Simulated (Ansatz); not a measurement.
**CH4Ga (SMILES [CH3][GaH]): UCAM-B3LYP/aug-cc-pVDZ**

What is the electronic atomisation energy of CH4Ga at UCAM-B3LYP/aug-cc-pVDZ? 

The calculation is run with Ansatz 0.2.0.

35 further runs of the same task are left out: 35 set aside as unsound or not needed. Runs told in other sessions of the task aren't counted.

### Step 1. The structure to begin with

CH4Ga: 6 atoms, total charge 0, spin state doublet. SMILES: `[CH3][GaH]`. Geometry: relaxed at PBE0-D4/def2-TZVP.

Bond lengths: C1–Ga2 1.990 Å, C1–H3 1.089 Å, C1–H4 1.095 Å, C1–H5 1.094 Å, Ga2–H6 1.603 Å. Angles: C1–Ga2–H6 119.3°, Ga2–C1–H3 113.1°, Ga2–C1–H4 108.5°, Ga2–C1–H5 108.8°, H3–C1–H4 109.1°, H3–C1–H5 109.3°, H4–C1–H5 107.8°.

### Step 2. A single-point energy at UCAM-B3LYP/aug-cc-pVDZ

molecule.yaml

```yaml
crystal:
  periodic: [false, false, false]
  atoms:
    - {symbol: C, position_ang: [-0.029300, -0.418300, -0.518000]}
    - {symbol: Ga, position_ang: [0.685700, 0.372600, 1.162100]}
    - {symbol: H, position_ang: [0.574700, -1.243100, -0.892900]}
    - {symbol: H, position_ang: [-1.046400, -0.775600, -0.328700]}
    - {symbol: H, position_ang: [-0.085700, 0.364700, -1.280300]}
    - {symbol: H, position_ang: [-0.056900, 1.635600, 1.811600]}
basis:
  gaussian: {orbitals: aug-cc-pVDZ}
magnetization: {spin_polarized: true, initial_magnetization: 1}
hamiltonian: {xc: {name: CAM-B3LYP}}
accuracy: high
output: {orbitals: {seedname: orbitals}}
```

Run with:

```bash
$ ansatz run molecule.yaml --threads 1 --pin off --max-ram 2610MiB --events-out events.jsonl --progress --plain --runs-dir runs
```

Output:

```text
Warning: RAYON_NUM_THREADS=1 ignored (pool sized by the plan → 1); use --threads N
Functional definition: CAM-B3LYP
  name "CAM-B3LYP"
  parameter alpha = 0.19
  parameter beta = 0.46
  parameter omega = 0.33/bohr
  parameter ac = 0.81
  exchange = (1 - alpha - beta)*b88_x + beta*b88_x_sr(omega) + alpha*exact_x + beta*exact_x_lr(omega)
  correlation = (1 - ac)*vwn5_c + ac*lyp_c
1881 factors; integrals over basis functions are off by at most 4.4e-9 eV
520 factors; integrals over basis functions are off by at most 1.8e-9 eV
mean field evaluation 1: about -53474.1222 eV, gradient 3.5e1 eV
mean field evaluation 2: about -53473.2128 eV, gradient 3.6e1 eV
mean field evaluation 4: about -53480.4501 eV, gradient 4.4e-1 eV
mean field evaluation 8: about -53480.4775 eV, gradient 7.3e-2 eV
mean field evaluation 16: about -53480.4776 eV, gradient 3.0e-4 eV
mean field -53480.47759827 eV, -1965.3713013668 hartree, gradient 1.9e-8 eV, S^2 0.752916; 0 other end points of the search recorded, 0 dependent functions left out
reference -53480.47762108 eV, -1965.3713022050 hartree; 21, 20 occupied and 74, 75 virtual orbitals, 1881 factors
Total energy: -53480.47762108 eV, -1965.3713022050 hartree
```

Wall time 17 s (1 thread of Arm Neoverse V2, shared host); peak memory 0.49 GiB.

### Step 3. The C atom at the same level

input.yaml

```yaml
crystal:
  periodic: [false, false, false]
  atoms:
    - {symbol: C, position_ang: [0.000000, 0.000000, 0.000000]}
basis:
  gaussian:
    orbitals: aug-cc-pVDZ
magnetization:
  spin_polarized: true
  initial_magnetization: 2
hamiltonian:
  xc: {name: CAM-B3LYP}
accuracy: high
```

Run with:

```bash
$ ansatz run input.yaml --threads 1 --pin off --max-ram 2610MiB --events-out events.jsonl --progress --plain --runs-dir runs
```

Output, cut to the lines that bear on the results:

```text
Warning: RAYON_NUM_THREADS=1 ignored (pool sized by the plan → 1); use --threads N
[... 8 set-up lines as earlier in the session ...]
195 factors; integrals over basis functions are off by at most 2.5e-9 eV
111 factors; integrals over basis functions are off by at most 4.2e-10 eV
mean field evaluation 1: about -1029.3523 eV, gradient 3.8e0 eV
mean field evaluation 2: about -1029.4441 eV, gradient 8.1e-1 eV
mean field evaluation 4: about -1029.4444 eV, gradient 8.2e-1 eV
mean field evaluation 8: about -1029.4510 eV, gradient 1.6e-3 eV
mean field evaluation 16: about -1029.4510 eV, gradient 3.0e-8 eV
mean field -1029.45096518 eV, -37.8316251835 hartree, gradient 3.0e-8 eV, S^2 2.003476; 0 other end points of the search recorded, 0 dependent functions left out
reference -1029.45097729 eV, -37.8316256283 hartree; 4, 2 occupied and 19, 21 virtual orbitals, 195 factors
Total energy: -1029.45097729 eV, -37.8316256283 hartree
```

Run time: 0.46 s. Hardware: 1 thread of Arm Neoverse V2, shared host.

### Step 4. The Ga atom, same level

run.yaml

```yaml
crystal:
  periodic: [false, false, false]
  atoms:
    - {symbol: Ga, position_ang: [0.000000, 0.000000, 0.000000]}
basis:
  gaussian:
    orbitals: aug-cc-pVDZ
magnetization:
  spin_polarized: true
  initial_magnetization: 1
hamiltonian:
  xc: {name: CAM-B3LYP}
accuracy: high
```

Run with:

```bash
$ ansatz run run.yaml --threads 1 --pin off --max-ram 2610MiB --events-out events.jsonl --progress --plain --runs-dir runs
```

Output, cut to the lines that bear on the results:

```text
Warning: RAYON_NUM_THREADS=1 ignored (pool sized by the plan → 1); use --threads N
[... 8 set-up lines as earlier in the session ...]
347 factors; integrals over basis functions are off by at most 3.6e-9 eV
145 factors; integrals over basis functions are off by at most 1.5e-9 eV
mean field evaluation 1: about -52379.0205 eV, gradient 2.0e0 eV
mean field evaluation 2: about -52379.0719 eV, gradient 6.3e-1 eV
mean field evaluation 4: about -52379.0697 eV, gradient 6.3e-1 eV
mean field evaluation 8: about -52379.0759 eV, gradient 3.8e-3 eV
mean field evaluation 16: about -52379.0759 eV, gradient 3.2e-7 eV
mean field -52379.07590469 eV, -1924.8955356845 hartree, gradient 2.5e-8 eV, S^2 0.753246; 0 other end points of the search recorded, 0 dependent functions left out
reference -52379.07591845 eV, -1924.8955361903 hartree; 16, 15 occupied and 20, 21 virtual orbitals, 347 factors
Total energy: -52379.07591845 eV, -1924.8955361903 hartree
```

It took 2.6 s on 1 thread of Arm Neoverse V2, shared host; peak memory 0.11 GiB.

### Step 5. The H atom

run.yaml

```yaml
crystal:
  periodic: [false, false, false]
  atoms:
    - {symbol: H, position_ang: [0.000000, 0.000000, 0.000000]}
basis:
  gaussian:
    orbitals: aug-cc-pVDZ
accuracy: high
hamiltonian:
  xc: {name: CAM-B3LYP}
magnetization:
  spin_polarized: true
  initial_magnetization: 1
```

Run with:

```bash
$ ansatz run run.yaml --threads 1 --pin off --max-ram 2610MiB --events-out events.jsonl --progress --plain --runs-dir runs
```

Output, cut to the lines that bear on the results:

```text
Warning: RAYON_NUM_THREADS=1 ignored (pool sized by the plan → 1); use --threads N
[... 8 set-up lines as earlier in the session ...]
42 factors; integrals over basis functions are off by at most 4.4e-8 eV
36 factors; integrals over basis functions are off by at most 8.9e-10 eV
mean field evaluation 1: about -13.5496 eV, gradient 7.6e-1 eV
mean field evaluation 2: about -13.5599 eV, gradient 1.4e-1 eV
mean field evaluation 4: about -13.5598 eV, gradient 1.1e-2 eV
mean field evaluation 8: about -13.5598 eV, gradient 3.2e-8 eV
mean field -13.55983324 eV, -0.4983146805 hartree, gradient 1.4e-9 eV, S^2 0.750000; 0 other end points of the search recorded, 0 dependent functions left out
reference -13.55984700 eV, -0.4983151861 hartree; 1, 0 occupied and 8, 9 virtual orbitals, 42 factors
Total energy: -13.55984700 eV, -0.4983151861 hartree
```

It took 0.2 s on 1 thread of Arm Neoverse V2, shared host.

### Step 6. What came out

Level: UCAM-B3LYP/aug-cc-pVDZ.

```
                                    quantity           value
                      molecule: total energy  -1965.37130 Eh
molecule: HOMO energy (highest over α and β)        -6.43 eV
 molecule: LUMO energy (lowest over α and β)        -1.37 eV
                              molecule: ⟨S²⟩           0.753
                        C atom: total energy    -37.83163 Eh
                                C atom: ⟨S²⟩           2.003
                       Ga atom: total energy  -1924.89554 Eh
                               Ga atom: ⟨S²⟩           0.753
                        H atom: total energy     -0.49832 Eh
                                H atom: ⟨S²⟩           0.750
               electronic atomisation energy       17.711 eV
```

In words: Taking the molecule apart into free atoms costs 17.71 eV (1709 kJ/mol), before zero-point energy and without spin-orbit coupling.
